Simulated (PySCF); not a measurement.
# The bond of SrCl, level by level

One table from this session's results is given with a row withheld; the runs are named, their logs left out.

The runs use PySCF 2.14.0; Sr x2c-TZVPPall, Cl x2c-TZVPPall, spin-free X2C with a Gaussian nucleus.

Set-up of the first run:

Settings of the job:

```yaml
atoms: Sr, Cl
charge: 0
basis: Sr x2c-TZVPPall, Cl x2c-TZVPPall
Hamiltonian: spin-free X2C with a Gaussian nucleus
basis_functions: 121
electrons_treated: 55
masses_in_u: 87.9056, 34.9689
levels: PBE0, PBE, r²SCAN, B97-3, M06-L, M06, B2PLYP, ωB97X, HF, MP2, SCS-MP2
grid: 80 radial by 434 angular points
occupations: held fixed by the projection of orbital angular momentum
dissociation_limit: Sr + Cl, each in its ground configuration
starting_distance_in_angstrom: 2.680
values_of_2S_to_try: 1, 3
```

The run is started by

```bash
$ OMP_NUM_THREADS=2 python dia.py task.json out
```

Steps of the session up to this table: Input; The PBE0 curve of the state that the search chose; Higher solutions at PBE0; PBE (GGA); r²SCAN; B97-3 (global hybrid GGA); M06-L (meta-GGA); M06; B2PLYP; ωB97X; UHF (mean field).

One table of the session follows, with a row left open; its other results are not shown here.

It belongs to the step «The curves together». Energy (eV) from each level's lowest point:

```
R (Å)    UHF  UHF-MP2  UHF-SCS-MP2    PBE  r²SCAN
2.208  1.272    0.928        0.991  0.854   0.911
2.310  0.640    0.414        0.454  0.375   0.406
2.413  0.263    0.132        0.153  0.115   0.129
2.490      ?        ?            ?      ?       ?
2.567  0.021    0.000        0.000  0.000   0.000
2.644  0.000    0.021        0.012  0.025   0.021
2.747  0.040    0.107        0.089  0.113   0.108
2.875  0.164    0.275        0.248  0.280   0.277
3.029  0.378    0.527        0.491  0.527   0.529
3.234  0.716    0.899        0.855  0.887   0.900
```

Q: Estimate the row for R (Å) = 2.490 from the others.

Worked estimate for «UHF». A straight line through the neighbours (2.413, 0.263) and (2.567, 0.021) gives 0.263 + (0.021 − 0.263) × (2.490 − 2.413) / (2.567 − 2.413) = 0.142; a parabola fitted to 4 rows on both sides gives 0.099.

As computed: UHF: 0.103; UHF-MP2: 0.031; UHF-SCS-MP2: 0.041; PBE: 0.025; r²SCAN: 0.030. In «UHF» the line misses by +0.039 and the parabola by -0.004.
